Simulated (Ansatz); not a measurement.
# SiAsH5 + CH4: a complex and its separated parts

Aim: how far the complex at one end of a reaction step lies below its separated, relaxed parts, level by level.

Method: PBE0-D4/def2-TZVP structures, single points in def2-TZVPP, no counterpoise correction; program: Ansatz 0.2.0, Gaussian basis.

Levels: SPW92, PBE-D4, BLYP-D4, r2SCAN-D4, B97M-V, PBE0-D4, B3LYP-D4, r2SCAN0-D4, BHLYP-D4, CAM-B3LYP-D4, wB97X-V, wB97M-V, B2PLYP, PBE-QIDH, RPA on PBE, Hartree-Fock, MP2, CCSD, CCSD(T).

Cores are frozen in the correlated methods. Filled d shells of the heavier atoms are correlated. B3LYP uses VWN-RPA correlation. B2PLYP carries no dispersion term here.

95 further runs of the same task are left out: 1 that didn't finish, 94 set aside as unsound or not needed. Runs told in other sessions of the task aren't counted.

## Step 1: The system as given

The complex: 12 atoms, charge 0, spin multiplicity 1.

Atoms are counted from 1 here; the program's logs count them from 0.

Bond lengths: Si1–H3 1.486 Å, Si1–H4 1.486 Å, Si1–H5 1.485 Å, Si1–As7 2.365 Å, C2–H6 1.090 Å, C2–H8 1.090 Å, C2–H9 1.090 Å, C2–H10 1.090 Å, As7–H11 1.523 Å, As7–H12 1.523 Å. Angles: H3–Si1–H4 108.8°, H3–Si1–H5 109.1°, H3–Si1–As7 108.1°, H4–Si1–H5 109.1°, H4–Si1–As7 108.1°, H5–Si1–As7 113.6°, H6–C2–H8 109.4°, H6–C2–H9 109.6°, H6–C2–H10 109.4°, H8–C2–H9 109.5°, H8–C2–H10 109.4°, H9–C2–H10 109.5°, Si1–As7–H11 92.2°, Si1–As7–H12 92.2°, H11–As7–H12 92.2°.

Coordinates:

```mol
CH9AsSi
  3D, bonds by distance, orders not assigned

 12 10  0  0  0  0  0  0  0  0999 V2000
   -1.7371   -1.1547   -0.3170 Si  0  0
    1.2568    1.8930    0.4160 C   0  0
   -2.4342   -1.2922   -1.6224 H   0  0
   -2.5954   -1.7362    0.7479 H   0  0
   -1.5176    0.2861   -0.0320 H   0  0
    1.5647    0.8574    0.2740 H   0  0
    0.2621   -2.4150   -0.4169 As  0  0
    0.6002    1.9599    1.2831 H   0  0
    2.1362    2.5166    0.5758 H   0  0
    0.7226    2.2365   -0.4695 H   0  0
    0.7986   -1.7765    0.8572 H   0  0
    0.9434   -1.3750   -1.2960 H   0  0
  1  3  8  0
  1  4  8  0
  1  5  8  0
  1  7  8  0
  2  6  8  0
  2  8  8  0
  2  9  8  0
  2 10  8  0
  7 11  8  0
  7 12  8  0
M  END
```

Its parts: SiAsH5 holds atoms 1, 3, 4, 5, 7, 11, 12; CH4 holds atoms 2, 6, 8, 9, 10. Each part counts its atoms afresh in its own runs.

## Step 2: Relaxing SiAsH5 alone

Contents of relax-a/in.yaml:

```yaml
crystal:
  periodic: [false, false, false]
  atoms:
    - {symbol: Si, position_ang: [-1.737095, -1.154676, -0.316979]}
    - {symbol: H, position_ang: [-2.434199, -1.292187, -1.622404]}
    - {symbol: H, position_ang: [-2.595436, -1.736232, 0.747896]}
    - {symbol: H, position_ang: [-1.517585, 0.286068, -0.032033]}
    - {symbol: As, position_ang: [0.262067, -2.414974, -0.416881]}
    - {symbol: H, position_ang: [0.798603, -1.776503, 0.857157]}
    - {symbol: H, position_ang: [0.943355, -1.374975, -1.296039]}
basis:
  gaussian: {orbitals: def2-TZVP}
hamiltonian: {xc: pbe0, dispersion: d4}
relax: {f_tol: 0.005, max_steps: 200}
```

Command:

```sh
$ ansatz run in.yaml --threads 4 --pin off --events-out ev --progress --plain --max-ram 9574MiB
```

The log of the run, cut to the lines that bear on the results:

```text
Functional definition: PBE0
  name "PBE0"
  cite "Adamo & Barone, J. Chem. Phys. 110, 6158 (1999) doi:10.1063/1.478522"
  cite "Perdew, Burke & Ernzerhof, Phys. Rev. Lett. 77, 3865 (1996) doi:10.1103/PhysRevLett.77.3865"
  parent pbe
[...]
911 factors; their error is unknown
[...]
mean field -68789.73254458 eV, -2527.9760436578 hartree, gradient 1.5e-5 eV, S^2 0.000000; 0 other end points of the search recorded, 0 dependent functions left out
[...]
reference -68789.73257441 eV, -2527.9760447542 hartree; 26, 26 occupied and 89, 89 virtual orbitals, 911 factors
[...]
Total energy: -68789.83769581 eV, -2527.9799078944 hartree
Atom 0 at    -1.737267    -1.156478    -0.317099 Å, force    -0.001290     0.000588    -0.001650 eV/Å
Atom 1 at    -2.435274    -1.291207    -1.622257 Å, force     0.000867    -0.000884     0.000160 eV/Å
Atom 2 at    -2.596974    -1.735120     0.748201 Å, force     0.001832    -0.001310    -0.000062 eV/Å
Atom 3 at    -1.516573     0.284561    -0.032183 Å, force     0.001105     0.004079     0.000914 eV/Å
Atom 4 at     0.263031    -2.414839    -0.417045 Å, force     0.002565    -0.004669     0.000323 eV/Å
Atom 5 at     0.798642    -1.775834     0.857048 Å, force    -0.001956     0.000759    -0.000045 eV/Å
Atom 6 at     0.944124    -1.374562    -1.295949 Å, force    -0.003123     0.001436     0.000360 eV/Å
Dipole moment:     0.009637     0.081298     0.015880 e Å
```

Wall time 7 s (4 threads of Intel Xeon at 2.50GHz, shared host); peak memory 0.51 GiB.

The steps of the relaxation:

```tsv
step	energy from step 1 (eV)	largest force component (eV/Å)
1	0.0000	0.0233
2	0.0000	0.0047
```

Distances of close pairs at the start and the end, largest changes first:

```tsv
bond	before (Å)	after (Å)	change (Å)
Si1–H4	1.485	1.485	+0.000
Si1–As5	2.365	2.365	-0.000
Si1–H2	1.486	1.486	-0.000
As5–H6	1.523	1.523	-0.000
As5–H7	1.523	1.523	-0.000
Si1–H3	1.486	1.486	-0.000
```

## Step 3: Relaxing CH4 alone

Contents of relax-b/in.yaml:

```yaml
crystal:
  periodic: [false, false, false]
  atoms:
    - {symbol: C, position_ang: [1.256838, 1.893025, 0.415993]}
    - {symbol: H, position_ang: [1.564695, 0.857405, 0.273960]}
    - {symbol: H, position_ang: [0.600217, 1.959895, 1.283118]}
    - {symbol: H, position_ang: [2.136174, 2.516633, 0.575790]}
    - {symbol: H, position_ang: [0.722564, 2.236522, -0.469479]}
basis:
  gaussian: {orbitals: def2-TZVP}
hamiltonian: {xc: pbe0, dispersion: d4}
relax: {f_tol: 0.005, max_steps: 200}
```

Command:

```sh
$ ansatz run in.yaml --threads 4 --pin off --events-out ev --progress --plain --max-ram 9574MiB
```

The log of the run, cut to the lines that bear on the results:

```text
[... 5 set-up lines as earlier in the session ...]
[...]
356 factors; their error is unknown
[...]
mean field -1101.35637376 eV, -40.4741002096 hartree, gradient 4.2e-5 eV, S^2 0.000000; 0 other end points of the search recorded, 0 dependent functions left out
[...]
Atom 1 at     1.565447     0.857543     0.274061 Å, force     0.000013     0.000018     0.000004 eV/Å
Atom 2 at     0.600523     1.960241     1.283638 Å, force     0.000028     0.000006    -0.000016 eV/Å
Atom 3 at     2.135511     2.515960     0.575642 Å, force     0.000059     0.000037     0.000010 eV/Å
Atom 4 at     0.722907     2.237039    -0.469836 Å, force     0.000027    -0.000000     0.000023 eV/Å
Dipole moment:    -0.000000    -0.000000    -0.000000 e Å
```

It took 1.7 s on 4 threads of Intel Xeon at 2.50GHz, shared host; peak memory 0.51 GiB.

The steps of the relaxation:

```tsv
step	energy from step 1 (eV)	largest force component (eV/Å)
1	0.0000	0.0147
2	0.0000	0.0075
3	0.0000	0.0001
```

Distances of close pairs at the start and the end, largest changes first:

```tsv
bond	before (Å)	after (Å)	change (Å)
C1–H4	1.090	1.090	-0.000
C1–H3	1.090	1.090	-0.000
C1–H5	1.090	1.090	-0.000
C1–H2	1.090	1.090	-0.000
```

## Step 4: SPW92/def2-TZVPP

Contents of parta/in.yaml:

```yaml
crystal:
  periodic: [false, false, false]
  atoms:
    - {symbol: Si, position_ang: [-1.737267, -1.156478, -0.317099]}
    - {symbol: H, position_ang: [-2.435274, -1.291207, -1.622257]}
    - {symbol: H, position_ang: [-2.596974, -1.735120, 0.748201]}
    - {symbol: H, position_ang: [-1.516573, 0.284561, -0.032183]}
    - {symbol: As, position_ang: [0.263031, -2.414839, -0.417045]}
    - {symbol: H, position_ang: [0.798642, -1.775834, 0.857048]}
    - {symbol: H, position_ang: [0.944124, -1.374562, -1.295949]}
basis:
  gaussian: {orbitals: def2-TZVPP}
hamiltonian: {xc: lda}
```

Contents of partb/in.yaml:

```yaml
crystal:
  periodic: [false, false, false]
  atoms:
    - {symbol: C, position_ang: [1.256100, 1.892697, 0.415877]}
    - {symbol: H, position_ang: [1.565447, 0.857543, 0.274061]}
    - {symbol: H, position_ang: [0.600523, 1.960241, 1.283638]}
    - {symbol: H, position_ang: [2.135511, 2.515960, 0.575642]}
    - {symbol: H, position_ang: [0.722907, 2.237039, -0.469836]}
basis:
  gaussian: {orbitals: def2-TZVPP}
hamiltonian: {xc: lda}
```

One command serves all of them, each in its own folder.

Command:

```sh
$ ansatz run in.yaml --threads 4 --pin off --events-out ev --progress --plain --max-ram 9574MiB
```

Log of parta, cut to the lines that bear on the results:

```text
Functional definition: SPW92
  name "SPW92"
  cite "Dirac, Proc. Camb. Phil. Soc. 26, 376 (1930) doi:10.1017/S0305004100016108"
  cite "Slater, Phys. Rev. 81, 385 (1951) doi:10.1103/PhysRev.81.385"
  cite "Perdew & Wang, Phys. Rev. B 45, 13244 (1992) doi:10.1103/PhysRevB.45.13244"
[...]
956 factors; their error is unknown
[...]
mean field -68678.11206401 eV, -2523.8740666562 hartree, gradient 1.1e-5 eV, S^2 0.000000; 0 other end points of the search recorded, 0 dependent functions left out
reference -68678.11210134 eV, -2523.8740680280 hartree; 26, 26 occupied and 134, 134 virtual orbitals, 956 factors
Total energy: -68678.11210134 eV, -2523.8740680280 hartree
```

partb printed, cut to the lines that bear on the results:

```text
[... 5 set-up lines as earlier in the session ...]
[...]
416 factors; their error is unknown
[...]
mean field -1091.60443191 eV, -40.1157229566 hartree, gradient 3.6e-5 eV, S^2 0.000000; 0 other end points of the search recorded, 0 dependent functions left out
reference -1091.60445790 eV, -40.1157239118 hartree; 5, 5 occupied and 82, 82 virtual orbitals, 416 factors
Total energy: -1091.60445790 eV, -40.1157239118 hartree
```

Wall times: 1 s (parta), 0.36 s (partb) on 4 threads of Intel Xeon at 2.50GHz, shared host; peak memory 0.51 GiB.

## Step 5: PBE-D4/def2-TZVPP

Each input of step 4 (parta, partb) changes in the same lines:

```diff
-hamiltonian: {xc: lda}
+hamiltonian: {xc: pbe, dispersion: d4}
```

The same command starts each run, in its folder.

Command:

```sh
$ ansatz run in.yaml --threads 4 --pin off --events-out ev --progress --plain --max-ram 9574MiB
```

Output in parta, cut to the lines that bear on the results:

```text
Functional definition: PBE
  name "PBE"
[... 2 set-up lines as earlier in the session ...]
[...]
956 factors; their error is unknown
[...]
mean field -68787.04681732 eV, -2527.8773450016 hartree, gradient 2.3e-5 eV, S^2 0.000000; 0 other end points of the search recorded, 0 dependent functions left out
reference -68787.04685696 eV, -2527.8773464582 hartree; 26, 26 occupied and 134, 134 virtual orbitals, 956 factors
Total energy: -68787.17188270 eV, -2527.8819410694 hartree
```

Output in partb, cut to the lines that bear on the results:

```text
[... 4 set-up lines as earlier in the session ...]
[...]
416 factors; their error is unknown
[...]
mean field -1101.08956916 eV, -40.4642953212 hartree, gradient 8.1e-6 eV, S^2 0.000000; 0 other end points of the search recorded, 0 dependent functions left out
reference -1101.08959736 eV, -40.4642963576 hartree; 5, 5 occupied and 82, 82 virtual orbitals, 416 factors
Total energy: -1101.11336801 eV, -40.4651699130 hartree
```

Wall times: 1.5 s (parta), 0.51 s (partb) on 4 threads of Intel Xeon at 2.50GHz, shared host; peak memory 0.51 GiB.

## Step 6: BLYP-D4/def2-TZVPP

Each input of step 5 (parta, partb) changes in the same lines:

```diff
-hamiltonian: {xc: pbe, dispersion: d4}
+hamiltonian: {xc: {name: BLYP}, dispersion: d4}
```

The same command starts each run, in its folder.

Command:

```sh
$ ansatz run in.yaml --threads 4 --pin off --events-out ev --progress --plain --max-ram 9574MiB
```

Log of parta, cut to the lines that bear on the results:

```text
Functional definition: BLYP
  name "BLYP"
  cite "Becke, Phys. Rev. A 38, 3098 (1988) doi:10.1103/PhysRevA.38.3098"
  cite "Lee, Yang & Parr, Phys. Rev. B 37, 785 (1988) doi:10.1103/PhysRevB.37.785"
[...]
956 factors; their error is unknown
[...]
mean field -68801.50970729 eV, -2528.4088464045 hartree, gradient 2.0e-5 eV, S^2 0.000000; 0 other end points of the search recorded, 0 dependent functions left out
reference -68801.51004855 eV, -2528.4088589457 hartree; 26, 26 occupied and 134, 134 virtual orbitals, 956 factors
Total energy: -68801.78435278 eV, -2528.4189394403 hartree
```

Log of partb, cut to the lines that bear on the results:

```text
[... 4 set-up lines as earlier in the session ...]
[...]
416 factors; their error is unknown
[...]
mean field -1102.10482151 eV, -40.5016051571 hartree, gradient 2.4e-5 eV, S^2 0.000000; 0 other end points of the search recorded, 0 dependent functions left out
reference -1102.10507427 eV, -40.5016144457 hartree; 5, 5 occupied and 82, 82 virtual orbitals, 416 factors
Total energy: -1102.16219081 eV, -40.5037134398 hartree
```

They took 1.7 s (parta), 0.5 s (partb) on 4 threads of Intel Xeon at 2.50GHz, shared host; peak memory 0.51 GiB.

## Step 7: r2SCAN-D4/def2-TZVPP

The same edit goes into each in.yaml of step 6 (parta, partb):

```diff
-hamiltonian: {xc: {name: BLYP}, dispersion: d4}
+hamiltonian: {xc: r2scan, dispersion: d4}
```

One command serves all of them, each in its own folder.

Command:

```sh
$ ansatz run in.yaml --threads 4 --pin off --events-out ev --progress --plain --max-ram 9574MiB
```

Log of parta, cut to the lines that bear on the results:

```text
Functional definition: r2SCAN
  name "r2SCAN"
  cite "Furness, Kaplan, Ning, Perdew & Sun, J. Phys. Chem. Lett. 11, 8208 (2020) doi:10.1021/acs.jpclett.0c02405"
  cite "Furness, Kaplan, Ning, Perdew & Sun, J. Phys. Chem. Lett. 11, 9248 (2020) doi:10.1021/acs.jpclett.0c03077"
  parent r2scan
[...]
956 factors; their error is unknown
[...]
mean field -68799.56353928 eV, -2528.3373260496 hartree, gradient 7.1e-5 eV, S^2 0.000000; 0 other end points of the search recorded, 0 dependent functions left out
reference -68799.56355079 eV, -2528.3373264726 hartree; 26, 26 occupied and 134, 134 virtual orbitals, 956 factors
Total energy: -68799.59145362 eV, -2528.3383518825 hartree
```

Log of partb, cut to the lines that bear on the results:

```text
[... 5 set-up lines as earlier in the session ...]
[...]
416 factors; their error is unknown
[...]
mean field -1102.08488482 eV, -40.5008724972 hartree, gradient 4.4e-5 eV, S^2 0.000000; 0 other end points of the search recorded, 0 dependent functions left out
reference -1102.08489293 eV, -40.5008727951 hartree; 5, 5 occupied and 82, 82 virtual orbitals, 416 factors
Total energy: -1102.09054299 eV, -40.5010804310 hartree
```

Wall times: 2.6 s (parta), 1.1 s (partb) on 4 threads of Intel Xeon at 2.50GHz, shared host; peak memory 0.51 GiB.

## Step 8: B97M-V/def2-TZVPP

The same edit goes into each in.yaml of step 7 (parta, partb):

```diff
-hamiltonian: {xc: r2scan, dispersion: d4}
+hamiltonian: {xc: {name: B97M-V}}
```

One command serves all of them, each in its own folder.

Command:

```sh
$ ansatz run in.yaml --threads 4 --pin off --events-out ev --progress --plain --max-ram 9574MiB
```

Output in parta, cut to the lines that bear on the results:

```text
Functional definition: B97M-V
  name "B97M-V"
  cite "Mardirossian & Head-Gordon, J. Chem. Phys. 142, 074111 (2015) doi:10.1063/1.4907719"
  cite "Becke, J. Chem. Phys. 107, 8554 (1997) doi:10.1063/1.475007"
  cite "Vydrov & Van Voorhis, J. Chem. Phys. 133, 244103 (2010) doi:10.1063/1.3521275"
  # Of w^i u^j: cxij and so on, Table III.
[...]
  gx(w, u) = cx00 + cx01*u + cx02*u^2 + (cx10 + cx11*u)*w
[...]
  gos(w, u) = cos00 + cos01*u + cos03*u^3 + cos10*w + cos32*w^3*u^2
[...]
      + integral(e_c_pw_mod_opposite_spin*gos(b97_w_opposite, b97_u_opposite)) + vv10(b, c)
956 factors; their error is unknown
[...]
mean field -68787.37538697 eV, -2527.8894197135 hartree, gradient 6.2e-5 eV, S^2 0.000000; 0 other end points of the search recorded, 0 dependent functions left out
reference -68787.37544397 eV, -2527.8894218083 hartree; 26, 26 occupied and 134, 134 virtual orbitals, 956 factors
Total energy: -68787.37544397 eV, -2527.8894218083 hartree
```

partb printed, cut to the lines that bear on the results:

```text
[... 5 set-up lines as earlier in the session ...]
  # Of w^i u^j: cxij and so on, Table III.
[...]
  gx(w, u) = cx00 + cx01*u + cx02*u^2 + (cx10 + cx11*u)*w
[...]
  gos(w, u) = cos00 + cos01*u + cos03*u^3 + cos10*w + cos32*w^3*u^2
[...]
      + integral(e_c_pw_mod_opposite_spin*gos(b97_w_opposite, b97_u_opposite)) + vv10(b, c)
416 factors; their error is unknown
[...]
mean field -1102.89599965 eV, -40.5306804175 hartree, gradient 2.9e-5 eV, S^2 0.000000; 0 other end points of the search recorded, 0 dependent functions left out
reference -1102.89603955 eV, -40.5306818838 hartree; 5, 5 occupied and 82, 82 virtual orbitals, 416 factors
Total energy: -1102.89603955 eV, -40.5306818838 hartree
```

Wall times: 4.7 s (parta), 1.4 s (partb) on 4 threads of Intel Xeon at 2.50GHz, shared host; peak memory 0.51 GiB.

## Step 9: PBE0-D4/def2-TZVPP

The same edit goes into each in.yaml of step 8 (parta, partb):

```diff
-hamiltonian: {xc: {name: B97M-V}}
+hamiltonian: {xc: pbe0, dispersion: d4}
+output: {orbitals: {seedname: orbitals}}
```

Each run has its own folder and the same command.

Command:

```sh
$ ansatz run in.yaml --threads 4 --pin off --events-out ev --progress --plain --max-ram 9574MiB
```

parta printed, cut to the lines that bear on the results:

```text
[... 5 set-up lines as earlier in the session ...]
[...]
1009 factors; their error is unknown
[...]
mean field -68789.75986943 eV, -2527.9770478276 hartree, gradient 7.7e-6 eV, S^2 0.000000; 0 other end points of the search recorded, 0 dependent functions left out
reference -68789.75989918 eV, -2527.9770489209 hartree; 26, 26 occupied and 134, 134 virtual orbitals, 1009 factors
Total energy: -68789.86499677 eV, -2527.9809111862 hartree
```

Output in partb, cut to the lines that bear on the results:

```text
[... 5 set-up lines as earlier in the session ...]
[...]
416 factors; their error is unknown
[...]
mean field -1101.39210653 eV, -40.4754133645 hartree, gradient 2.0e-5 eV, S^2 0.000000; 0 other end points of the search recorded, 0 dependent functions left out
reference -1101.39212725 eV, -40.4754141260 hartree; 5, 5 occupied and 82, 82 virtual orbitals, 416 factors
Total energy: -1101.41121744 eV, -40.4761156774 hartree
```

Wall times: 2.5 s (parta), 0.5 s (partb) on 4 threads of Intel Xeon at 2.50GHz, shared host; peak memory 0.51 GiB.

## Step 10: B3LYP-D4/def2-TZVPP

Each input of step 9 (parta, partb) changes in the same lines:

```diff
-hamiltonian: {xc: pbe0, dispersion: d4}
-output: {orbitals: {seedname: orbitals}}
+hamiltonian: {xc: {name: B3LYP}, dispersion: d4}
```

One command serves all of them, each in its own folder.

Command:

```sh
$ ansatz run in.yaml --threads 4 --pin off --events-out ev --progress --plain --max-ram 9574MiB
```

Output in parta, cut to the lines that bear on the results:

```text
Functional definition: B3LYP
  name "B3LYP"
  cite "Stephens, Devlin, Chabalowski & Frisch, J. Phys. Chem. 98, 11623 (1994) doi:10.1021/j100096a001"
[... 2 set-up lines as earlier in the session ...]
  cite "Vosko, Wilk & Nusair, Can. J. Phys. 58, 1200 (1980) doi:10.1139/p80-159"
[...]
1002 factors; their error is unknown
[...]
mean field -68802.56885119 eV, -2528.4477692252 hartree, gradient 1.4e-5 eV, S^2 0.000000; 0 other end points of the search recorded, 0 dependent functions left out
reference -68802.56910616 eV, -2528.4477785951 hartree; 26, 26 occupied and 134, 134 virtual orbitals, 1002 factors
Total energy: -68802.77372575 eV, -2528.4552982262 hartree
```

Log of partb, cut to the lines that bear on the results:

```text
[... 6 set-up lines as earlier in the session ...]
[...]
416 factors; their error is unknown
[...]
mean field -1103.12534627 eV, -40.5391087504 hartree, gradient 2.5e-5 eV, S^2 0.000000; 0 other end points of the search recorded, 0 dependent functions left out
reference -1103.12553200 eV, -40.5391155758 hartree; 5, 5 occupied and 82, 82 virtual orbitals, 416 factors
Total energy: -1103.16334365 eV, -40.5405051280 hartree
```

Wall times: 2.2 s (parta), 0.55 s (partb) on 4 threads of Intel Xeon at 2.50GHz, shared host; peak memory 0.51 GiB.

## Step 11: r2SCAN0-D4/def2-TZVPP

The same edit goes into each in.yaml of step 10 (parta, partb):

```diff
-hamiltonian: {xc: {name: B3LYP}, dispersion: d4}
+hamiltonian: {xc: {name: r2SCAN0}, dispersion: d4}
```

The same command starts each run, in its folder.

Command:

```sh
$ ansatz run in.yaml --threads 4 --pin off --events-out ev --progress --plain --max-ram 9574MiB
```

parta printed, cut to the lines that bear on the results:

```text
Functional definition: r2SCAN0
  name "r2SCAN0"
  cite "Bursch, Neugebauer, Ehlert & Grimme, J. Chem. Phys. 156, 134105 (2022) doi:10.1063/5.0086040"
[... 3 set-up lines as earlier in the session ...]
[...]
1009 factors; their error is unknown
[...]
mean field -68799.11538248 eV, -2528.3208565907 hartree, gradient 1.8e-5 eV, S^2 0.000000; 0 other end points of the search recorded, 0 dependent functions left out
reference -68799.11539165 eV, -2528.3208569278 hartree; 26, 26 occupied and 134, 134 virtual orbitals, 1009 factors
Total energy: -68799.14907759 eV, -2528.3220948634 hartree
```

Output in partb, cut to the lines that bear on the results:

```text
[... 6 set-up lines as earlier in the session ...]
[...]
416 factors; their error is unknown
[...]
mean field -1102.01584921 eV, -40.4983354853 hartree, gradient 5.2e-5 eV, S^2 0.000000; 0 other end points of the search recorded, 0 dependent functions left out
reference -1102.01585564 eV, -40.4983357217 hartree; 5, 5 occupied and 82, 82 virtual orbitals, 416 factors
Total energy: -1102.02213056 eV, -40.4985663206 hartree
```

Times: 3.5 s (parta), 0.96 s (partb) on 4 threads of Intel Xeon at 2.50GHz, shared host; peak memory 0.51 GiB.

## Step 12: BHLYP-D4/def2-TZVPP

The same edit goes into each in.yaml of step 11 (parta, partb):

```diff
-hamiltonian: {xc: {name: r2SCAN0}, dispersion: d4}
+hamiltonian: {xc: {name: BHLYP}, dispersion: d4}
```

Each run has its own folder and the same command.

Command:

```sh
$ ansatz run in.yaml --threads 4 --pin off --events-out ev --progress --plain --max-ram 9574MiB
```

Output in parta, cut to the lines that bear on the results:

```text
Functional definition: BHLYP
  name "BHLYP"
  cite "Becke, J. Chem. Phys. 98, 1372 (1993) doi:10.1063/1.464304"
[... 2 set-up lines as earlier in the session ...]
[...]
1063 factors; their error is unknown
[...]
mean field -68800.10774195 eV, -2528.3573251288 hartree, gradient 1.7e-5 eV, S^2 0.000000; 0 other end points of the search recorded, 0 dependent functions left out
reference -68800.10791467 eV, -2528.3573314759 hartree; 26, 26 occupied and 134, 134 virtual orbitals, 1063 factors
Total energy: -68800.27853074 eV, -2528.3636015009 hartree
```

Log of partb, cut to the lines that bear on the results:

```text
[... 5 set-up lines as earlier in the session ...]
[...]
457 factors; their error is unknown
[...]
mean field -1102.12974827 eV, -40.5025211985 hartree, gradient 7.7e-5 eV, S^2 0.000000; 0 other end points of the search recorded, 0 dependent functions left out
reference -1102.12987304 eV, -40.5025257837 hartree; 5, 5 occupied and 82, 82 virtual orbitals, 457 factors
Total energy: -1102.15263377 eV, -40.5033622250 hartree
```

Wall times: 2.5 s (parta), 0.5 s (partb) on 4 threads of Intel Xeon at 2.50GHz, shared host; peak memory 0.51 GiB.

(Part 1 of 2 ends here.)
